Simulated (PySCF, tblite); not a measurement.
# C₈H₁₁FSi: geometry, infrared bands and NMR shifts

Wanted: the infrared bands and NMR shifts of C₈H₁₁FSi (`FC[Si@H]1C=CC=C1C1CC1`), by calculation.

Programs: tblite 0.8.0 and PySCF 2.14.0, with density-fitted response routines of our own. Each step states its level of theory. These are calculated values for one molecule in the gas phase, unless marked as measured. Atoms are numbered from 0 throughout.

## Step 1: Starting geometry

21 atoms, charge 0, multiplicity 1; geometry from: force field or distance geometry start.

Bonds of the start (Å): F0–C1 1.39, C1–Si2 1.83, Si2–C3 1.86, C3–C4 1.31, C4–C5 1.40, C5–C6 1.31, C6–C7 1.47, C7–C8 1.50, C8–C9 1.52, C6–Si2 1.86, C9–C7 1.50, C1–H10 1.11, C1–H11 1.12, Si2–H12 1.45, C3–H13 1.05, C4–H14 1.13, C5–H15 1.13, C7–H16 1.13, C8–H17 1.10, C8–H18 1.12, C9–H19 1.12, C9–H20 1.12.

## Step 2: Relaxing the molecule with GFN2-xTB

The job: settings as JSON, then the geometry in Å.

```
{"job": {"kind": "relax", "xc": "GFN2-xTB", "basis": "xTB"}, "charge": 0, "multiplicity": 1}
F     -3.530700    -1.796500     0.188600
C     -2.384200    -1.272000     0.766600
Si    -1.505200    -0.185400    -0.419500
C     -2.017700     1.587100    -0.180200
C     -0.940300     2.217900     0.227200
C      0.255200     1.490600     0.349500
C      0.243000     0.210200     0.073700
C      1.293800    -0.812500     0.114900
C      2.419000    -0.846000    -0.881100
C      2.652100    -0.352700     0.538700
H     -2.738100    -0.728800     1.668300
H     -1.770400    -2.123000     1.154700
H     -1.608800    -0.585000    -1.812400
H     -2.998700     1.937600    -0.333700
H     -1.010900     3.324100     0.436200
H      1.217400     1.963500     0.692300
H      1.008300    -1.841600     0.473200
H      2.441500    -0.080900    -1.676600
H      2.910400    -1.832300    -1.075600
H      3.212000    -1.003300     1.250600
H      2.843600     0.745800     0.598800
```

Launch:

```console
$ OMP_NUM_THREADS=1 python probes_run.py task.json out
```

This one command runs all jobs of the session in turn.

**Question.** This job is followed by: GFN2-xTB harmonic vibrations, gas phase; GIAO PBE0/pcSseg-1 NMR shielding, non-relativistic, gas phase. Predict these results of the whole session: strongest single infrared mode (GFN2-xTB); zero-point energy (GFN2-xTB); 13C shifts against TMS (PBE0/pcSseg-1); 1H shifts against TMS (PBE0/pcSseg-1); 19F shifts against CFCl3 (PBE0/pcSseg-1); 29Si shifts against TMS (PBE0/pcSseg-1); surface potential, 1st and 99th percentile.

**Answer**, as computed:

```
                                 quantity                                                                 value
strongest single infrared mode (GFN2-xTB)                                                 2262 cm⁻¹, 304 km/mol
             zero-point energy (GFN2-xTB)                                                        102.2 kcal/mol
   13C shifts against TMS (PBE0/pcSseg-1)                159.4, 157.7, 139.7, 130.2, 79.1, 19.1, 18.6, 15.0 ppm
    1H shifts against TMS (PBE0/pcSseg-1)  7.28, 6.30, 6.11, 5.28, 4.99, 4.94, 1.35, 1.10, 1.01, 0.60, 0.53 ppm
 19F shifts against CFCl3 (PBE0/pcSseg-1)                                                            -306.5 ppm
  29Si shifts against TMS (PBE0/pcSseg-1)                                                             -24.9 ppm
    surface potential, 1st and 99th percentile                                                    -1.10 V and 1.05 V
```

What this shows: The optimisation took 154 steps and gained 0.742 eV; among the close pairs (by a distance rule), C1–Si2 changed most, from 1.833 to 1.921 Å. No mode is imaginary among the 57: a minimum at this level. The strongest single mode, at 2262 cm⁻¹, moves mainly H12. GFN2-xTB is a fitted tight-binding method: band positions and strengths are rough. Its intensities can rank the bands wrongly. By nearest atom (PBE0/pcSseg-1), the HOMO sits on C3, C6 about 23 % each; C5 18 % and the LUMO on C3, C6 about 20 % each; C4, C5 about 13 % each.
